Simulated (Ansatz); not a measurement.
# C₇H₉N: how energies converge with the basis set

One table from this session's results is given with a row withheld; the runs are named, their logs left out.

Computed with Ansatz 0.2.0, Gaussian basis. Level: one geometry, several basis sets.

Levels to be run: PBE0-D4/def2-SVP; ωB97M-V/def2-SVP; PBE0-D4/def2-QZVPP; ωB97M-V/def2-QZVPP; the functionals' def2-TZVPP values are taken from earlier runs.

## The geometry

The geometry comes from an earlier relaxation with PBE0-D4 in a triple-zeta def2 set; it is a stationary point, not always the lowest conformer.

SMILES `Cc1cncc(C)c1`, 17 atoms, charge 0, spin multiplicity 1.

Atoms are counted from 1 here; the program's logs count them from 0.

Bond lengths: C1–C2 1.496 Å, C1–H9 1.093 Å, C1–H10 1.091 Å, C1–H11 1.093 Å, C2–C3 1.392 Å, C2–C8 1.388 Å, C3–N4 1.326 Å, C3–H12 1.088 Å, N4–C5 1.326 Å, C5–C6 1.392 Å, C5–H13 1.088 Å, C6–C7 1.496 Å, C6–C8 1.388 Å, C7–H14 1.093 Å, C7–H15 1.093 Å, C7–H16 1.091 Å, C8–H17 1.087 Å. Angles: C2–C1–H9 111.3°, C2–C1–H10 111.1°, C2–C1–H11 111.2°, H9–C1–H10 107.9°, H9–C1–H11 107.3°, H10–C1–H11 107.9°, C1–C2–C3 121.3°, C1–C2–C8 121.9°, C3–C2–C8 116.8°, C2–C3–N4 124.1°, C2–C3–H12 119.6°, N4–C3–H12 116.3°, C3–N4–C5 117.6°, N4–C5–C6 124.1°, N4–C5–H13 116.3°, C6–C5–H13 119.6°, C5–C6–C7 121.3°, C5–C6–C8 116.8° and more.

The first run:

Contents of in.yaml:

```yaml
crystal:
  periodic: [false, false, false]
  atoms:
    - {symbol: C, position_ang: [1.360143, -2.228850, 0.063738]}
    - {symbol: C, position_ang: [0.891842, -0.810652, -0.022471]}
    - {symbol: C, position_ang: [1.786439, 0.234930, -0.229496]}
    - {symbol: N, position_ang: [1.432848, 1.509866, -0.314524]}
    - {symbol: C, position_ang: [0.144813, 1.800129, -0.194384]}
    - {symbol: C, position_ang: [-0.852340, 0.852250, 0.014457]}
    - {symbol: C, position_ang: [-2.289023, 1.250038, 0.139899]}
    - {symbol: C, position_ang: [-0.449081, -0.473242, 0.099110]}
    - {symbol: H, position_ang: [0.899231, -2.846249, -0.711943]}
    - {symbol: H, position_ang: [2.442693, -2.293412, -0.055824]}
    - {symbol: H, position_ang: [1.101778, -2.673409, 1.028571]}
    - {symbol: H, position_ang: [2.848537, 0.021567, -0.331206]}
    - {symbol: H, position_ang: [-0.120866, 2.852737, -0.267599]}
    - {symbol: H, position_ang: [-2.898077, 0.786049, -0.640626]}
    - {symbol: H, position_ang: [-2.703652, 0.939568, 1.102695]}
    - {symbol: H, position_ang: [-2.406193, 2.331669, 0.057501]}
    - {symbol: H, position_ang: [-1.189072, -1.253009, 0.262093]}
basis:
  gaussian: {orbitals: def2-SVP}
hamiltonian: {xc: pbe0, dispersion: d4}
output: {orbitals: {seedname: orbitals}}
```

The run is started by

```bash
ansatz run in.yaml --threads 2 --pin off --events-out ev --progress --plain --max-ram 32768MiB --backend cpu
```

Among the steps run: PBE0-D4 in def2-SVP; ωB97M-V in def2-SVP; PBE0-D4 in def2-QZVPP; ωB97M-V in def2-QZVPP.

One of the session's tables, all rows but one given; the rest of the session is left out.

It belongs to the step «Density functionals: the series». 

| functional | basis | HOMO (eV) |
| --- | --- | --- |
| PBE0-D4 | def2-SVP | -7.04 |
| PBE0-D4 | def2-TZVPP | -7.10 |
| PBE0-D4 | def2-QZVPP | -7.11 |
| ωB97M-V | def2-SVP | ? |
| ωB97M-V | def2-TZVPP | -9.15 |
| ωB97M-V | def2-QZVPP | -9.17 |

Estimate the missing values for ωB97M-V, def2-SVP.

As computed: HOMO (eV): -9.14. In the column «HOMO (eV)» it lies between ωB97M-V, def2-TZVPP (-9.15) and PBE0-D4, def2-QZVPP (-7.11).
